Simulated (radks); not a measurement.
**Excited configurations of Sm**

The task here is to estimate one member of a computed series from the others.

Method: scalar-relativistic Kohn-Sham, PBEsol, spin-unpolarised, spherical densities, finite nucleus. Code: radks (a radial shooting solver on a logarithmic mesh, Libxc functionals) version 1.

## The system

| Item | Value |
| --- | --- |
| element | samarium (Z = 62) |
| charge | 0 |
| electrons | 62 |
| configuration | [Xe] 4f6 6s2 |
| nuclear rms radius | 5.0819 fm |

The outer shells:

Sm
```
[Xe] core
4f [↑ ][↑ ][↑ ][↑ ][↑ ][↑ ][  ]
6s [↑↓]
```

Set-up of the first run:

Settings of this run:

```text
Z 62
configuration [Xe] 4f6 6s2
relativity scalar-relativistic
functional pbe_sol,pbe_sol
spin unpolarised
nucleus finite rms 5.0819 fm
c 137.035999084
```

Among the steps run: Ground configuration: [Xe] 4f6 6s2.

One of the session's tables, all rows but one given; the rest of the session is left out.

It belongs to the step «Ground configuration: [Xe] 4f6 6s2». Radial moments (bohr):

| level | <r> | outermost maximum (interpolated) | 90 % within | nodes |
| --- | --- | --- | --- | --- |
| 3d | 0.2310 | 0.188 | 0.360 | 0 |
| 4s | 0.5793 | 0.539 | 0.832 | 3 |
| 4p | 0.6134 | 0.563 | 0.892 | 2 |
| 4d | 0.6709 | 0.587 | 1.01 | 1 |
| 5s | 1.409 | 1.26 | 2.03 | 4 |
| 5p | 1.661 | 1.43 | 2.44 | 3 |
| 6s | 4.300 | 3.67 | 6.34 | 5 |
| 4f | ? | ? | ? | ? |

Q: Estimate the row for 4f from the others.

**Answer.** <r>: 1.019; outermost maximum (interpolated): 0.613; 90 % within: 1.80; nodes: 0. In the column «<r>» it lies between 4d (0.6709) and 5s (1.409).

To keep in mind: Spin polarisation and multiplet splitting are left out, so open shells lie too high by an amount that depends on their filling.
